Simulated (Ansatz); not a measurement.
# ZrNbN2 and its elements: a formation energy from the elements

Program: Ansatz 0.2.0, Python API.

Interactive session:
```pycon
>>> from collections import Counter
>>> import warnings
>>> import ansatz as az
>>> import numpy as np
>>> GASES = {"N2"}
>>> def ground_state(name, crystal):
...     calc = crystal.calculation()
...     calc = calc.basis(450).functional("PBEsol")
...     calc = calc.kpoints(spacing=0.33)
...     calc = calc.occupations("cold", width=0.05).stress()
...     if name in GASES:
...         return calc.kpoints(1, 1, 1).relax(force_tolerance=0.03, max_steps=40).run()
...     calc = calc.relax(force_tolerance=0.03, max_steps=40, cell=True)
...     return calc.run()
...
>>> def counts(outcome):
...     return Counter(site.symbol for site in outcome.lattice.sites)
...
>>> def formation_energy(outcome, mu):
...     n = counts(outcome)
...     return (outcome.report["energy_sigma0_ev"] - sum(k * mu[element] for element, k in n.items())) / sum(n.values())
...
>>> def volume_per_atom(outcome):
...     return abs(np.linalg.det(outcome.lattice.cell_ang)) / len(outcome.lattice.sites)
...
>>> warnings.simplefilter("ignore", az.DeckWarning)
>>> phases = {}
>>> zrnbn2 = (
...     az.Lattice.from_parameters(5.49726, 5.49726, 5.49726, alpha=34.095, beta=34.095, gamma=34.095)
...     .atom("Zr", (0.5, 0.5, 0.5))
...     .atom("Nb", (0.0, 0.0, 0.0))
...     .atom("N", (0.74922, 0.74922, 0.74922))
...     .atom("N", (0.25078, 0.25078, 0.25078))
... )
>>> phases["ZrNbN2"] = zrnbn2
>>> zr = (
...     az.Lattice.of((3.232, 0.0, 0.0), (-1.616, 2.79899, 0.0), (0.0, 0.0, 5.147))
...     .atom("Zr", (1 / 3, 2 / 3, 0.25))
...     .atom("Zr", (2 / 3, 1 / 3, 0.75))
... )
>>> phases["Zr"] = zr
>>> nb = (
...     az.Lattice.from_parameters(2.882046, 2.882046, 2.882046, alpha=109.47122, beta=109.47122, gamma=109.47122)
...     .atom("Nb", (0.0, 0.0, 0.0))
... )
>>> phases["Nb"] = nb
>>> n2 = (
...     az.Lattice.orthorhombic(9.0, 9.5, 10.0)
...     .space_group(47, hermann_mauguin="Pmmm")
...     .atom("N", (0.5, 0.5, 0.4445))
... )
>>> phases["N2"] = n2
>>> done = {name: ground_state(name, crystal) for name, crystal in phases.items()}

>>> # chemical potentials of the elements at zero temperature
>>> references = {"Zr": "Zr", "Nb": "Nb", "N": "N2"}
>>> mu = {element: done[name].report["energy_sigma0_ev"] / len(done[name].lattice.sites) for element, name in references.items()}
>>> target = done["ZrNbN2"]
>>> heat = formation_energy(target, mu)
>>> for element, value in mu.items():
...     print(f"mu({element}) = {value:.4f} eV from {references[element]}, {volume_per_atom(done[references[element]]):.2f} A^3/atom")
...
mu(Zr) = -4128.6305 eV from Zr, 22.50 A^3/atom
mu(Nb) = -4495.4632 eV from Nb, 17.45 A^3/atom
mu(N) = -378.4757 eV from N2, 427.50 A^3/atom
>>> print(f"formation energy of ZrNbN2: {heat:.4f} eV/atom = {96.4853 * heat:.1f} kJ/mol of atoms")
formation energy of ZrNbN2: -1.5593 eV/atom = -150.5 kJ/mol of atoms
```

The formation energy is -1.559 eV an atom (-150.4 kJ per mole of atoms), so ZrNbN2 lies below the reference phases.

Total energies depend on the potentials; only differences at equal settings carry meaning. Spin is left out of this run. For the metals among these phases the mesh is modest: differences between phases can be off by up to 40 meV an atom. The program warned that this SCF threshold is loose for forces or stresses. The cells come from databases of deposited and of computed structures, and not all need be stable phases. The compound is the structure given, not necessarily its lowest; energies are at zero temperature, with no correction for gases. A semilocal functional's error on such energies is often 0.05 to 0.1 eV an atom, and 0.1 to 0.3 eV against gases such as O2 or F2. The script silences the warnings on its input, which a real study should read. Timing: 27 s on 1 thread of Arm Neoverse V2 (shared host), peak memory 0.69 GiB.

(Lines on the test bed's own set-up are left out of the output.)
